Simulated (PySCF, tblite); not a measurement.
# BH₄NO₂+ (doublet): geometry, infrared bands and EPR parameters

Aim: predict the infrared bands and EPR parameters of BH₄NO₂+ (doublet) (`[NH2+]B(O)O`).

Programs: tblite 0.8.0 and PySCF 2.14.0, with density-fitted response routines of our own. Each step states its level of theory. These are calculated values for one molecule in the gas phase, unless marked as measured. Atoms are numbered from 0 throughout.

## 1. Starting geometry

8 atoms, charge 1, multiplicity 2; geometry from: force field or distance geometry start.

Bonds of the start (Å): N0–B1 1.46, B1–O2 1.46, B1–O3 1.47, N0–H4 1.01, N0–H5 1.02, O2–H6 0.99, O3–H7 0.99.

## 2. Relaxing the molecule with GFN2-xTB

The job: settings as JSON, then the geometry in Å.

```
{"job": {"kind": "relax", "xc": "GFN2-xTB", "basis": "xTB"}, "charge": 1, "multiplicity": 2}
N     -0.897300    -0.730800     0.092600
B      0.201600     0.226400    -0.042700
O     -0.054000     1.647000     0.185200
O      1.634700    -0.111100    -0.060100
H     -1.444400    -1.000400    -0.716100
H     -1.139400    -1.133500     0.992800
H     -0.064000     2.173100    -0.647900
H      1.771900    -1.061300     0.171700
```

Command:

```sh
OMP_NUM_THREADS=1 python probes_run.py task.json out
```

The driver reads the jobs from task.json and runs them one after another.

**Question.** This job is followed by: GFN2-xTB harmonic vibrations, gas phase; UKS B3LYP, pcH-1 on B H N O, non-relativistic, mean-field spin-orbit, GIAO. Predict these results of the whole session: strongest single infrared mode (GFN2-xTB); zero-point energy (GFN2-xTB); g(iso) (B3LYP); ⟨S²⟩; largest a(iso) (averaged by class).

**Answer**, as computed:

| quantity | value |
| --- | --- |
| strongest single infrared mode (GFN2-xTB) | 546 cm⁻¹, 357 km/mol |
| zero-point energy (GFN2-xTB) | 33.8 kcal/mol |
| g(iso) (B3LYP) | 2.00443 |
| ⟨S²⟩ | 0.756 (exact 0.75) |
| largest a(iso) (averaged by class) | 1H on H4, H5, -63.7 MHz |

Over 83 steps the energy fell by 1.241 eV; of the close pairs, B1–O3 changed most, 1.472 to 1.330 Å. No mode is imaginary among the 18: a minimum at this level. The strongest single mode, at 546 cm⁻¹, moves mainly H6 and B1. GFN2-xTB is a fitted tight-binding method: band positions and strengths are rough. Its intensities can rank the bands wrongly. Most of the unpaired spin sits on N0 (0.94 e). The isotropic g lies 2.1 ppt above the free-electron value. The conformer search found further structures of the same energy, which may be mirror or relabelled copies of this one.
